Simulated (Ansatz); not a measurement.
**H₂OSiZn: a ladder of functionals and wavefunction methods**

How much do the methods differ for H₂OSiZn? The plan is to run it at one geometry with functionals of several rungs and with coupled cluster. The yardstick is the atomisation energy at the CCSD(T) limit.

Method: functionals in def2-TZVPP, the program's frozen cores in correlated methods; program: Ansatz 0.2.0, Gaussian basis.

The runs, in order: LDA (SPW92), PBE-D4, revPBE-D4, BLYP-D4, r2SCAN-D4, B97M-V, PBE0-D4, B3LYP-D4, r2SCANh-D4, r2SCAN0-D4, HSE06-D4, BHLYP-D4, CAM-B3LYP-D4, LC-ωPBE, ωB97X-V, ωB97M-V, B2PLYP, PBE-QIDH; CCSD(T)/def2-SVP; CCSD(T)/def2-TZVPP; MP2/def2-QZVPP; extrapolation to the limit; RPA on PBE.

### 1 The geometry

The geometry comes from an earlier relaxation with PBE0-D4 in a triple-zeta def2 set; it is a stationary point.

5 atoms, charge 0, spin multiplicity 1.

Atoms are counted from 1 here; the program's logs count them from 0.

Bond lengths: O1–Si2 1.527 Å, Si2–Zn3 2.761 Å, Si2–H4 1.490 Å, Si2–H5 1.490 Å. Angles: O1–Si2–Zn3 97.7°, O1–Si2–H4 123.9°, O1–Si2–H5 123.9°, Zn3–Si2–H4 93.0°, Zn3–Si2–H5 93.0°, H4–Si2–H5 110.3°.

Geometry (Å):

```mol
H2OSiZn
  3D, bonds by distance, orders not assigned

  5  4  0  0  0  0  0  0  0  0999 V2000
    1.5579   -0.5844   -0.3963 O   0  0
    0.2707    0.2341   -0.3276 Si  0  0
   -1.0625   -1.3273    1.5181 Zn  0  0
   -0.8318    0.1333   -1.3255 H   0  0
    0.1154    1.4706    0.4900 H   0  0
  1  2  8  0
  2  3  8  0
  2  4  8  0
  2  5  8  0
M  END
```

### 2 LDA

This LDA is Slater exchange with PW92 correlation.

in.yaml

```yaml
crystal:
  periodic: [false, false, false]
  atoms:
    - {symbol: O, position_ang: [1.557941, -0.584399, -0.396298]}
    - {symbol: Si, position_ang: [0.270710, 0.234132, -0.327637]}
    - {symbol: Zn, position_ang: [-1.062497, -1.327287, 1.518055]}
    - {symbol: H, position_ang: [-0.831789, 0.133270, -1.325537]}
    - {symbol: H, position_ang: [0.115433, 1.470585, 0.490016]}
basis:
  gaussian: {orbitals: def2-TZVPP}
hamiltonian: {xc: lda}
output: {orbitals: {seedname: orbitals}}
```

Started as:

```bash
$ ansatz run in.yaml --threads 2 --pin off --events-out ev --progress --plain --max-ram 4352MiB
```

The runs that follow: PBE-D4 (GGA); revPBE-D4 (GGA); BLYP-D4 (GGA); r2SCAN-D4 (meta-GGA); B97M-V (meta-GGA); PBE0-D4 (hybrid); B3LYP-D4 (hybrid); r2SCANh-D4 (hybrid); r2SCAN0-D4 (hybrid); HSE06-D4 (hybrid); BHLYP-D4 (hybrid); CAM-B3LYP-D4 (range-separated); LC-ωPBE (range-separated); ωB97X-V (range-separated); ωB97M-V (range-separated); B2PLYP (double hybrid); PBE-QIDH (double hybrid); CCSD(T) in def2-SVP; CCSD(T) in def2-TZVPP; MP2 in def2-QZVPP; RPA on PBE orbitals.

Before running them: what should the planned runs give, taken together? Wanted: atomisation energy, CCSD(T)/CBS; farthest beyond LDA; mean size of error, GGA; mean size of error, meta-GGA; mean size of error, hybrid; mean size of error, range-separated; mean size of error, double hybrid; gap, smallest and largest; T1 diagnostic.

As calculated:

| quantity | value |
| --- | --- |
| atomisation energy, CCSD(T)/CBS | 1290.4 kJ/mol |
| functionals within 6.5 kJ/mol (0.5 %) | revPBE-D4, B97M-V, B3LYP-D4, ωB97X-V, ωB97M-V |
| farthest beyond LDA | BHLYP-D4 (-70.6 kJ/mol) |
| mean size of error, GGA | 17.0 kJ/mol |
| mean size of error, meta-GGA | 5.0 kJ/mol |
| mean size of error, hybrid | 29.5 kJ/mol |
| mean size of error, range-separated | 12.6 kJ/mol |
| mean size of error, double hybrid | 28.3 kJ/mol |
| gap, smallest and largest | 2.91 eV (LDA (SPW92)), 8.75 eV (LC-ωPBE) |
| T1 diagnostic | 0.0197 |
| triples share of the correlation energy | 3.7 % |

The LDA atomisation energy is off by 206.4 kJ/mol (16 %): it overbinds. PBE-D4 misses by +27.1 kJ/mol. Double hybrids carry the basis error of their MP2 part in triple zeta, and no dispersion term here, so their miss is partly the set-up's. By mean error the best rung here is meta-GGA (5.0 kJ/mol) and the worst beyond LDA is hybrid (29.5 kJ/mol). The mean of the hybrids holds BHLYP, with half exact exchange. Misses under about 6.5 kJ/mol are within the doubt on the reference itself, which lacks core-valence correlation, relativity and higher excitations. Hartree-Fock recovers 64 % of the binding; the rest is correlation. CCSD(T) in def2-SVP is off by -148.0 kJ/mol, which most functionals beat. The gap grows from 2.9 to 8.7 eV across the functionals, mostly with the share of exact exchange. The restricted reference is unstable towards a spin-broken one. For Zn the d shell is correlated and the shells below it are frozen.
